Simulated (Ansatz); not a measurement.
# GeNH5 + AsH3: a complex and its separated parts

Aim: how far the complex at one end of a reaction step lies below its separated, relaxed parts, level by level.

Program: Ansatz 0.2.0, Gaussian basis. Level of theory: PBE0-D4/def2-TZVP structures, single points in def2-TZVPP, no counterpoise correction. These are calculated values, not measurements.

Levels: SPW92, PBE-D4, BLYP-D4, r2SCAN-D4, B97M-V, PBE0-D4, B3LYP-D4, r2SCAN0-D4, BHLYP-D4, CAM-B3LYP-D4, wB97X-V, wB97M-V, B2PLYP, PBE-QIDH, RPA on PBE, Hartree-Fock, MP2, CCSD, CCSD(T).

Cores are frozen in the correlated methods. Filled d shells of the heavier atoms are correlated. B3LYP uses VWN-RPA correlation. B2PLYP carries no dispersion term here.

94 further runs of the same task are left out: 94 set aside as unsound or not needed. Runs told in other sessions of the task aren't counted.

### 1 The starting structure

The complex: 11 atoms, charge 0, spin multiplicity 1.

Atoms are counted from 1 here; the program's logs count them from 0.

Bond lengths: Ge1–N2 1.845 Å, Ge1–H3 1.547 Å, Ge1–H4 1.535 Å, Ge1–H5 1.536 Å, N2–H8 1.011 Å, N2–H9 1.011 Å, H6–As7 1.521 Å, As7–H10 1.522 Å, As7–H11 1.522 Å. Angles: N2–Ge1–H3 114.2°, N2–Ge1–H4 106.7°, N2–Ge1–H5 106.7°, H3–Ge1–H4 109.2°, H3–Ge1–H5 109.0°, H4–Ge1–H5 111.1°, Ge1–N2–H8 113.7°, Ge1–N2–H9 113.6°, H8–N2–H9 108.0°, H6–As7–H10 92.4°, H6–As7–H11 92.7°, H10–As7–H11 92.1°.

As a file:

| atom | x (Å) | y (Å) | z (Å) |
| --- | --- | --- | --- |
| Ge1 | -1.1316 | -0.4909 | 1.2262 |
| N2 | 0.6830 | -0.2151 | 1.4160 |
| H3 | -1.8824 | -0.7092 | 2.5608 |
| H4 | -1.2997 | -1.7359 | 0.3439 |
| H5 | -1.6980 | 0.7574 | 0.5331 |
| H6 | 0.9618 | 0.2869 | -1.2536 |
| As7 | 0.2539 | 0.4311 | -2.5923 |
| H8 | 0.9141 | 0.6024 | 1.9644 |
| H9 | 1.1738 | -1.0060 | 1.8110 |
| H10 | 0.4981 | 1.9327 | -2.6333 |
| H11 | 1.5269 | 0.1464 | -3.3762 |

Its parts: GeNH5 holds atoms 1, 2, 3, 4, 5, 8, 9; AsH3 holds atoms 6, 7, 10, 11. Each part counts its atoms afresh in its own runs.

### 2 Relaxing GeNH5 alone

File relax-a/in.yaml:

```yaml
crystal:
  periodic: [false, false, false]
  atoms:
    - {symbol: Ge, position_ang: [-1.131578, -0.490891, 1.226163]}
    - {symbol: N, position_ang: [0.683048, -0.215083, 1.415951]}
    - {symbol: H, position_ang: [-1.882360, -0.709222, 2.560839]}
    - {symbol: H, position_ang: [-1.299693, -1.735914, 0.343949]}
    - {symbol: H, position_ang: [-1.698029, 0.757430, 0.533060]}
    - {symbol: H, position_ang: [0.914138, 0.602398, 1.964424]}
    - {symbol: H, position_ang: [1.173774, -1.006017, 1.810987]}
basis:
  gaussian: {orbitals: def2-TZVP}
hamiltonian: {xc: pbe0, dispersion: d4}
relax: {f_tol: 0.005, max_steps: 200}
```

Command:

```bash
$ ansatz run in.yaml --threads 8 --pin off --events-out ev --progress --plain --max-ram 19148MiB
```

Log, cut to the lines that bear on the results:

```text
Functional definition: PBE0
  name "PBE0"
  cite "Adamo & Barone, J. Chem. Phys. 110, 6158 (1999) doi:10.1063/1.478522"
  cite "Perdew, Burke & Ernzerhof, Phys. Rev. Lett. 77, 3865 (1996) doi:10.1103/PhysRevLett.77.3865"
  parent pbe
[...]
776 factors; their error is unknown
[...]
mean field -58081.38856524 eV, -2134.4516607933 hartree, gradient 5.7e-5 eV, S^2 0.000000; 0 other end points of the search recorded, 0 dependent functions left out
[...]
reference -58081.38859146 eV, -2134.4516617569 hartree; 22, 22 occupied and 87, 87 virtual orbitals, 776 factors
[...]
Total energy: -58081.45994423 eV, -2134.4542839229 hartree
Atom 0 at    -1.128324    -0.489563     1.226354 Å, force    -0.001375    -0.001259    -0.001400 eV/Å
Atom 1 at     0.684495    -0.215909     1.414731 Å, force    -0.000728    -0.000396     0.001694 eV/Å
Atom 2 at    -1.885212    -0.711972     2.557877 Å, force     0.000625    -0.000474    -0.000084 eV/Å
Atom 3 at    -1.300560    -1.735629     0.345033 Å, force    -0.000916     0.000453    -0.000210 eV/Å
Atom 4 at    -1.699327     0.758119     0.536220 Å, force    -0.000212     0.000645     0.000016 eV/Å
Atom 5 at     0.915675     0.603483     1.960193 Å, force     0.001379     0.000602    -0.001012 eV/Å
Atom 6 at     1.172553    -1.005829     1.814966 Å, force     0.001227     0.000429     0.000996 eV/Å
Dipole moment:     0.043689    -0.014472     0.237560 e Å
```

Wall time 1.9 s (8 threads of Arm Neoverse V1, shared host).

Along the way:

| step | energy from step 1 (eV) | largest force component (eV/Å) |
| --- | --- | --- |
| 1 | 0.0000 | 0.0806 |
| 2 | -0.0002 | 0.0242 |
| 3 | -0.0002 | 0.0017 |

Distances of close pairs at the start and the end, largest changes first:

| bond | before (Å) | after (Å) | change (Å) |
| --- | --- | --- | --- |
| Ge1–N2 | 1.845 | 1.843 | -0.002 |
| Ge1–H3 | 1.547 | 1.548 | +0.001 |
| Ge1–H4 | 1.535 | 1.536 | +0.001 |
| Ge1–H5 | 1.536 | 1.536 | -0.000 |
| N2–H6 | 1.011 | 1.011 | -0.000 |
| N2–H7 | 1.011 | 1.011 | -0.000 |

### 3 Relaxing AsH3 alone

File relax-b/in.yaml:

```yaml
crystal:
  periodic: [false, false, false]
  atoms:
    - {symbol: H, position_ang: [0.961756, 0.286870, -1.253626]}
    - {symbol: As, position_ang: [0.253905, 0.431135, -2.592259]}
    - {symbol: H, position_ang: [0.498096, 1.932744, -2.633264]}
    - {symbol: H, position_ang: [1.526941, 0.146448, -3.376223]}
basis:
  gaussian: {orbitals: def2-TZVP}
hamiltonian: {xc: pbe0, dispersion: d4}
relax: {f_tol: 0.005, max_steps: 200}
```

Command:

```bash
$ ansatz run in.yaml --threads 8 --pin off --events-out ev --progress --plain --max-ram 19148MiB
```

Log, cut to the lines that bear on the results:

```text
[... 5 set-up lines as earlier in the session ...]
[...]
555 factors; their error is unknown
[...]
mean field -60882.34358707 eV, -2237.3848592902 hartree, gradient 5.9e-6 eV, S^2 0.000000; 0 other end points of the search recorded, 0 dependent functions left out
[...]
Total energy: -60882.37107595 eV, -2237.3858694880 hartree
Atom 0 at     0.965078     0.289351    -1.259670 Å, force    -0.001254    -0.000061    -0.001543 eV/Å
Atom 1 at     0.249123     0.430502    -2.595082 Å, force     0.004161     0.002562     0.000764 eV/Å
Atom 2 at     0.499082     1.931260    -2.630310 Å, force    -0.000791    -0.002754    -0.000099 eV/Å
Atom 3 at     1.527414     0.146084    -3.370309 Å, force    -0.002116     0.000253     0.000879 eV/Å
Dipole moment:     0.062672     0.030016     0.014662 e Å
```

It took 1.1 s on 8 threads of Arm Neoverse V1, shared host.

The steps of the relaxation:

| step | energy from step 1 (eV) | largest force component (eV/Å) |
| --- | --- | --- |
| 1 | 0.0000 | 0.0477 |
| 2 | -0.0002 | 0.0243 |
| 3 | -0.0004 | 0.0186 |
| 4 | -0.0004 | 0.0042 |

Distances of close pairs at the start and the end, largest changes first:

| bond | before (Å) | after (Å) | change (Å) |
| --- | --- | --- | --- |
| H1–As2 | 1.521 | 1.522 | +0.001 |
| As2–H4 | 1.522 | 1.522 | -0.000 |
| As2–H3 | 1.522 | 1.522 | -0.000 |

### 4 SPW92/def2-TZVPP

File parta/in.yaml:

```yaml
crystal:
  periodic: [false, false, false]
  atoms:
    - {symbol: Ge, position_ang: [-1.128324, -0.489563, 1.226354]}
    - {symbol: N, position_ang: [0.684495, -0.215909, 1.414731]}
    - {symbol: H, position_ang: [-1.885212, -0.711972, 2.557877]}
    - {symbol: H, position_ang: [-1.300560, -1.735629, 0.345033]}
    - {symbol: H, position_ang: [-1.699327, 0.758119, 0.536220]}
    - {symbol: H, position_ang: [0.915675, 0.603483, 1.960193]}
    - {symbol: H, position_ang: [1.172553, -1.005829, 1.814966]}
basis:
  gaussian: {orbitals: def2-TZVPP}
hamiltonian: {xc: lda}
```

File partb/in.yaml:

```yaml
crystal:
  periodic: [false, false, false]
  atoms:
    - {symbol: H, position_ang: [0.965078, 0.289351, -1.259670]}
    - {symbol: As, position_ang: [0.249123, 0.430502, -2.595082]}
    - {symbol: H, position_ang: [0.499082, 1.931260, -2.630310]}
    - {symbol: H, position_ang: [1.527414, 0.146084, -3.370309]}
basis:
  gaussian: {orbitals: def2-TZVPP}
hamiltonian: {xc: lda}
```

Each run has its own folder and the same command.

Command:

```bash
$ ansatz run in.yaml --threads 8 --pin off --events-out ev --progress --plain --max-ram 19148MiB
```

parta printed, cut to the lines that bear on the results:

```text
Functional definition: SPW92
  name "SPW92"
  cite "Dirac, Proc. Camb. Phil. Soc. 26, 376 (1930) doi:10.1017/S0305004100016108"
  cite "Slater, Phys. Rev. 81, 385 (1951) doi:10.1103/PhysRev.81.385"
  cite "Perdew & Wang, Phys. Rev. B 45, 13244 (1992) doi:10.1103/PhysRevB.45.13244"
[...]
808 factors; their error is unknown
[...]
mean field -57990.97423312 eV, -2131.1289953731 hartree, gradient 1.8e-5 eV, S^2 0.000000; 0 other end points of the search recorded, 0 dependent functions left out
reference -57990.97426470 eV, -2131.1289965334 hartree; 22, 22 occupied and 127, 127 virtual orbitals, 808 factors
Total energy: -57990.97426470 eV, -2131.1289965334 hartree
```

Output in partb, cut to the lines that bear on the results:

```text
[... 5 set-up lines as earlier in the session ...]
[...]
550 factors; their error is unknown
[...]
mean field -60799.40261101 eV, -2234.3368346393 hartree, gradient 2.8e-5 eV, S^2 0.000000; 0 other end points of the search recorded, 0 dependent functions left out
reference -60799.40263858 eV, -2234.3368356527 hartree; 18, 18 occupied and 72, 72 virtual orbitals, 550 factors
Total energy: -60799.40263858 eV, -2234.3368356527 hartree
```

They took 0.35 s (parta), 0.2 s (partb) on 8 threads of Arm Neoverse V1, shared host.

### 5 PBE-D4/def2-TZVPP

Each input of step 4 (parta, partb) changes in the same lines:

```diff
-hamiltonian: {xc: lda}
+hamiltonian: {xc: pbe, dispersion: d4}
```

The same command starts each run, in its folder.

Command:

```bash
$ ansatz run in.yaml --threads 8 --pin off --events-out ev --progress --plain --max-ram 19148MiB
```

Log of parta, cut to the lines that bear on the results:

```text
Functional definition: PBE
  name "PBE"
[... 2 set-up lines as earlier in the session ...]
[...]
808 factors; their error is unknown
[...]
mean field -58079.74477511 eV, -2134.3912526203 hartree, gradient 6.8e-5 eV, S^2 0.000000; 0 other end points of the search recorded, 0 dependent functions left out
reference -58079.74480854 eV, -2134.3912538488 hartree; 22, 22 occupied and 127, 127 virtual orbitals, 808 factors
Total energy: -58079.83072372 eV, -2134.3944111734 hartree
```

Output in partb, cut to the lines that bear on the results:

```text
[... 4 set-up lines as earlier in the session ...]
[...]
550 factors; their error is unknown
[...]
mean field -60880.50700543 eV, -2237.3173661597 hartree, gradient 2.8e-5 eV, S^2 0.000000; 0 other end points of the search recorded, 0 dependent functions left out
reference -60880.50703477 eV, -2237.3173672381 hartree; 18, 18 occupied and 72, 72 virtual orbitals, 550 factors
Total energy: -60880.54025624 eV, -2237.3185881045 hartree
```

Wall times: 0.5 s (parta), 0.25 s (partb) on 8 threads of Arm Neoverse V1, shared host.

### 6 BLYP-D4/def2-TZVPP

Each input of step 5 (parta, partb) changes in the same lines:

```diff
-hamiltonian: {xc: pbe, dispersion: d4}
+hamiltonian: {xc: {name: BLYP}, dispersion: d4}
```

The same command starts each run, in its folder.

Command:

```bash
$ ansatz run in.yaml --threads 8 --pin off --events-out ev --progress --plain --max-ram 19148MiB
```

Log of parta, cut to the lines that bear on the results:

```text
Functional definition: BLYP
  name "BLYP"
  cite "Becke, Phys. Rev. A 38, 3098 (1988) doi:10.1103/PhysRevA.38.3098"
  cite "Lee, Yang & Parr, Phys. Rev. B 37, 785 (1988) doi:10.1103/PhysRevB.37.785"
[...]
808 factors; their error is unknown
[...]
mean field -58091.19314995 eV, -2134.8119726358 hartree, gradient 6.8e-5 eV, S^2 0.000000; 0 other end points of the search recorded, 0 dependent functions left out
reference -58091.19344294 eV, -2134.8119834030 hartree; 22, 22 occupied and 127, 127 virtual orbitals, 808 factors
Total energy: -58091.38724122 eV, -2134.8191053584 hartree
```

Log of partb, cut to the lines that bear on the results:

```text
[... 4 set-up lines as earlier in the session ...]
[...]
550 factors; their error is unknown
[...]
mean field -60891.01610963 eV, -2237.7035686156 hartree, gradient 2.1e-5 eV, S^2 0.000000; 0 other end points of the search recorded, 0 dependent functions left out
reference -60891.01637562 eV, -2237.7035783908 hartree; 18, 18 occupied and 72, 72 virtual orbitals, 550 factors
Total energy: -60891.09403465 eV, -2237.7064323074 hartree
```

They took 0.5 s (parta), 0.25 s (partb) on 8 threads of Arm Neoverse V1, shared host.

### 7 r2SCAN-D4/def2-TZVPP

The same edit goes into each in.yaml of step 6 (parta, partb):

```diff
-hamiltonian: {xc: {name: BLYP}, dispersion: d4}
+hamiltonian: {xc: r2scan, dispersion: d4}
```

The same command starts each run, in its folder.

Command:

```bash
$ ansatz run in.yaml --threads 8 --pin off --events-out ev --progress --plain --max-ram 19148MiB
```

Output in parta, cut to the lines that bear on the results:

```text
Functional definition: r2SCAN
  name "r2SCAN"
  cite "Furness, Kaplan, Ning, Perdew & Sun, J. Phys. Chem. Lett. 11, 8208 (2020) doi:10.1021/acs.jpclett.0c02405"
  cite "Furness, Kaplan, Ning, Perdew & Sun, J. Phys. Chem. Lett. 11, 9248 (2020) doi:10.1021/acs.jpclett.0c03077"
  parent r2scan
[...]
808 factors; their error is unknown
[...]
mean field -58089.28503479 eV, -2134.7418506968 hartree, gradient 7.0e-5 eV, S^2 0.000000; 0 other end points of the search recorded, 0 dependent functions left out
reference -58089.28504492 eV, -2134.7418510692 hartree; 22, 22 occupied and 127, 127 virtual orbitals, 808 factors
Total energy: -58089.30468715 eV, -2134.7425729077 hartree
```

partb printed, cut to the lines that bear on the results:

```text
[... 5 set-up lines as earlier in the session ...]
[...]
550 factors; their error is unknown
[...]
mean field -60889.55768919 eV, -2237.6499726533 hartree, gradient 2.0e-5 eV, S^2 0.000000; 0 other end points of the search recorded, 0 dependent functions left out
reference -60889.55769701 eV, -2237.6499729404 hartree; 18, 18 occupied and 72, 72 virtual orbitals, 550 factors
Total energy: -60889.56494213 eV, -2237.6502391936 hartree
```

They took 1.1 s (parta), 0.6 s (partb) on 8 threads of Arm Neoverse V1, shared host.

### 8 B97M-V/def2-TZVPP

Each input of step 7 (parta, partb) changes in the same lines:

```diff
-hamiltonian: {xc: r2scan, dispersion: d4}
+hamiltonian: {xc: {name: B97M-V}}
```

One command serves all of them, each in its own folder.

Command:

```bash
$ ansatz run in.yaml --threads 8 --pin off --events-out ev --progress --plain --max-ram 19148MiB
```

Output in parta, cut to the lines that bear on the results:

```text
Functional definition: B97M-V
  name "B97M-V"
  cite "Mardirossian & Head-Gordon, J. Chem. Phys. 142, 074111 (2015) doi:10.1063/1.4907719"
  cite "Becke, J. Chem. Phys. 107, 8554 (1997) doi:10.1063/1.475007"
  cite "Vydrov & Van Voorhis, J. Chem. Phys. 133, 244103 (2010) doi:10.1063/1.3521275"
  # Of w^i u^j: cxij and so on, Table III.
[...]
  gx(w, u) = cx00 + cx01*u + cx02*u^2 + (cx10 + cx11*u)*w
[...]
  gos(w, u) = cos00 + cos01*u + cos03*u^3 + cos10*w + cos32*w^3*u^2
[...]
      + integral(e_c_pw_mod_opposite_spin*gos(b97_w_opposite, b97_u_opposite)) + vv10(b, c)
808 factors; their error is unknown
[...]
mean field -58079.70305335 eV, -2134.3897193739 hartree, gradient 4.9e-5 eV, S^2 0.000000; 0 other end points of the search recorded, 0 dependent functions left out
reference -58079.70310334 eV, -2134.3897212111 hartree; 22, 22 occupied and 127, 127 virtual orbitals, 808 factors
Total energy: -58079.70310334 eV, -2134.3897212111 hartree
```

partb printed, cut to the lines that bear on the results:

```text
[... 5 set-up lines as earlier in the session ...]
  # Of w^i u^j: cxij and so on, Table III.
[...]
  gx(w, u) = cx00 + cx01*u + cx02*u^2 + (cx10 + cx11*u)*w
[...]
  gos(w, u) = cos00 + cos01*u + cos03*u^3 + cos10*w + cos32*w^3*u^2
[...]
      + integral(e_c_pw_mod_opposite_spin*gos(b97_w_opposite, b97_u_opposite)) + vv10(b, c)
550 factors; their error is unknown
[...]
mean field -60878.67490754 eV, -2237.2500378042 hartree, gradient 3.0e-5 eV, S^2 0.000000; 0 other end points of the search recorded, 0 dependent functions left out
reference -60878.67494691 eV, -2237.2500392511 hartree; 18, 18 occupied and 72, 72 virtual orbitals, 550 factors
Total energy: -60878.67494691 eV, -2237.2500392511 hartree
```

Wall times: 1.6 s (parta), 0.8 s (partb) on 8 threads of Arm Neoverse V1, shared host.

### 9 PBE0-D4/def2-TZVPP

The same edit goes into each in.yaml of step 8 (parta, partb):

```diff
-hamiltonian: {xc: {name: B97M-V}}
+hamiltonian: {xc: pbe0, dispersion: d4}
+output: {orbitals: {seedname: orbitals}}
```

One command serves all of them, each in its own folder.

Command:

```bash
$ ansatz run in.yaml --threads 8 --pin off --events-out ev --progress --plain --max-ram 19148MiB
```

parta printed, cut to the lines that bear on the results:

```text
[... 5 set-up lines as earlier in the session ...]
[...]
851 factors; their error is unknown
[...]
mean field -58081.45733260 eV, -2134.4541879472 hartree, gradient 8.2e-5 eV, S^2 0.000000; 0 other end points of the search recorded, 0 dependent functions left out
reference -58081.45735832 eV, -2134.4541888925 hartree; 22, 22 occupied and 127, 127 virtual orbitals, 851 factors
Total energy: -58081.52851107 eV, -2134.4568037077 hartree
```

Log of partb, cut to the lines that bear on the results:

```text
[... 5 set-up lines as earlier in the session ...]
[...]
600 factors; their error is unknown
[...]
mean field -60882.36468788 eV, -2237.3856347307 hartree, gradient 3.1e-5 eV, S^2 0.000000; 0 other end points of the search recorded, 0 dependent functions left out
reference -60882.36470982 eV, -2237.3856355370 hartree; 18, 18 occupied and 72, 72 virtual orbitals, 600 factors
Total energy: -60882.39179124 eV, -2237.3866307607 hartree
```

They took 0.6 s (parta), 0.25 s (partb) on 8 threads of Arm Neoverse V1, shared host.

### 10 B3LYP-D4/def2-TZVPP

Each input of step 9 (parta, partb) changes in the same lines:

```diff
-hamiltonian: {xc: pbe0, dispersion: d4}
-output: {orbitals: {seedname: orbitals}}
+hamiltonian: {xc: {name: B3LYP}, dispersion: d4}
```

The same command starts each run, in its folder.

Command:

```bash
$ ansatz run in.yaml --threads 8 --pin off --events-out ev --progress --plain --max-ram 19148MiB
```

parta printed, cut to the lines that bear on the results:

```text
Functional definition: B3LYP
  name "B3LYP"
  cite "Stephens, Devlin, Chabalowski & Frisch, J. Phys. Chem. 98, 11623 (1994) doi:10.1021/j100096a001"
[... 2 set-up lines as earlier in the session ...]
  cite "Vosko, Wilk & Nusair, Can. J. Phys. 58, 1200 (1980) doi:10.1139/p80-159"
[...]
839 factors; their error is unknown
[...]
mean field -58091.93015634 eV, -2134.8390571211 hartree, gradient 1.9e-5 eV, S^2 0.000000; 0 other end points of the search recorded, 0 dependent functions left out
reference -58091.93037733 eV, -2134.8390652422 hartree; 22, 22 occupied and 127, 127 virtual orbitals, 839 factors
Total energy: -58092.06980894 eV, -2134.8441892594 hartree
```

Log of partb, cut to the lines that bear on the results:

```text
[... 6 set-up lines as earlier in the session ...]
[...]
593 factors; their error is unknown
[...]
mean field -60891.22397957 eV, -2237.7112076951 hartree, gradient 3.2e-5 eV, S^2 0.000000; 0 other end points of the search recorded, 0 dependent functions left out
reference -60891.22417837 eV, -2237.7112150011 hartree; 18, 18 occupied and 72, 72 virtual orbitals, 593 factors
Total energy: -60891.27849882 eV, -2237.7132112408 hartree
```

Times: 0.65 s (parta), 0.3 s (partb) on 8 threads of Arm Neoverse V1, shared host.

### 11 r2SCAN0-D4/def2-TZVPP

Each input of step 10 (parta, partb) changes in the same lines:

```diff
-hamiltonian: {xc: {name: B3LYP}, dispersion: d4}
+hamiltonian: {xc: {name: r2SCAN0}, dispersion: d4}
```

The same command starts each run, in its folder.

Command:

```bash
$ ansatz run in.yaml --threads 8 --pin off --events-out ev --progress --plain --max-ram 19148MiB
```

parta printed, cut to the lines that bear on the results:

```text
Functional definition: r2SCAN0
  name "r2SCAN0"
  cite "Bursch, Neugebauer, Ehlert & Grimme, J. Chem. Phys. 156, 134105 (2022) doi:10.1063/5.0086040"
[... 3 set-up lines as earlier in the session ...]
[...]
851 factors; their error is unknown
[...]
mean field -58088.58738408 eV, -2134.7162125062 hartree, gradient 5.9e-5 eV, S^2 0.000000; 0 other end points of the search recorded, 0 dependent functions left out
reference -58088.58739213 eV, -2134.7162128019 hartree; 22, 22 occupied and 127, 127 virtual orbitals, 851 factors
Total energy: -58088.61041264 eV, -2134.7170587901 hartree
```

partb printed, cut to the lines that bear on the results:

```text
[... 6 set-up lines as earlier in the session ...]
[...]
600 factors; their error is unknown
[...]
mean field -60889.18223190 eV, -2237.6361748522 hartree, gradient 2.5e-5 eV, S^2 0.000000; 0 other end points of the search recorded, 0 dependent functions left out
reference -60889.18223810 eV, -2237.6361750802 hartree; 18, 18 occupied and 72, 72 virtual orbitals, 600 factors
Total energy: -60889.19072059 eV, -2237.6364868059 hartree
```

Times: 1.2 s (parta), 0.65 s (partb) on 8 threads of Arm Neoverse V1, shared host.

### 12 BHLYP-D4/def2-TZVPP

Each input of step 11 (parta, partb) changes in the same lines:

```diff
-hamiltonian: {xc: {name: r2SCAN0}, dispersion: d4}
+hamiltonian: {xc: {name: BHLYP}, dispersion: d4}
```

One command serves all of them, each in its own folder.

Command:

```bash
$ ansatz run in.yaml --threads 8 --pin off --events-out ev --progress --plain --max-ram 19148MiB
```

Log of parta, cut to the lines that bear on the results:

```text
Functional definition: BHLYP
  name "BHLYP"
  cite "Becke, J. Chem. Phys. 98, 1372 (1993) doi:10.1063/1.464304"
[... 2 set-up lines as earlier in the session ...]
[...]
924 factors; their error is unknown
[...]
mean field -58088.96431341 eV, -2134.7300644038 hartree, gradient 3.0e-5 eV, S^2 0.000000; 0 other end points of the search recorded, 0 dependent functions left out
reference -58088.96446529 eV, -2134.7300699851 hartree; 22, 22 occupied and 127, 127 virtual orbitals, 924 factors
Total energy: -58089.06840645 eV, -2134.7338897522 hartree
```

Output in partb, cut to the lines that bear on the results:

```text
[... 5 set-up lines as earlier in the session ...]
[...]
635 factors; their error is unknown
[...]
mean field -60889.36584763 eV, -2237.6429226060 hartree, gradient 1.2e-5 eV, S^2 0.000000; 0 other end points of the search recorded, 0 dependent functions left out
reference -60889.36598277 eV, -2237.6429275723 hartree; 18, 18 occupied and 72, 72 virtual orbitals, 635 factors
Total energy: -60889.40455532 eV, -2237.6443450871 hartree
```

Times: 0.65 s (parta), 0.3 s (partb) on 8 threads of Arm Neoverse V1, shared host.

[end of part 1 of 2]
